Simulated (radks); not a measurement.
# Cl in [Ne] 3s2 3p4.75 4p0.25: an all-electron calculation

One table from this session's results is given with a row withheld; the runs are named, their logs left out.

The numbers are computed with radks (a radial shooting solver on a logarithmic mesh, Libxc functionals) version 1 (non-relativistic Kohn-Sham, Tao-Mo meta-GGA, spin-polarised, spherical densities, point nucleus; open shells are filled with parallel spins first), except any that are marked as measured or tabulated.

## The atom as given

| Property | Result |
| --- | --- |
| element | chlorine (Z = 17) |
| charge | 0 |
| electrons | 17 |
| configuration | [Ne] 3s2 3p4.75 4p0.25 |

The first run:

The run's settings:

```text
Z 17
configuration [Ne] 3s2 3p4.75 4p0.25 4s0 3d0 5p0 4f0
relativity non-relativistic
functional tm,tm
spin polarised
nucleus point
```

The run is started by

```console
$ python run_ks.py task.json out
```

All runs below come from this command, one after another.

One of the session's tables, all rows but one given; the rest of the session is left out.

It belongs to the step «Shells». Sizes of the orbitals, from the radial functions (bohr):

```
  level      <r>  outermost maximum (interpolated)  90 % within  nodes
  1s up  0.09128                            0.0599        0.163      0
1s down  0.09127                            0.0599        0.163      0
  2s up   0.4446                             0.362        0.694      1
2s down   0.4447                             0.363        0.694      1
  2p up   0.4075                             0.303        0.676      0
2p down   0.4075                             0.303        0.676      0
  3s up    1.531                              1.29         2.32      2
3s down    1.540                              1.29         2.34      2
  3p up    1.789                              1.41         2.81      1
3p down    1.820                              1.42         2.87      1
  4s up    7.847                              6.65         12.4      3
  4p up    11.98                              11.3         17.5      2
  3d up        ?                                 ?            ?      ?
```

Q: Estimate the row for 3d up from the others.

**Answer.** <r>: 15.10; outermost maximum (interpolated): 12.1; 90 % within: 22.3; nodes: 0. In the column «<r>» it is the highest.
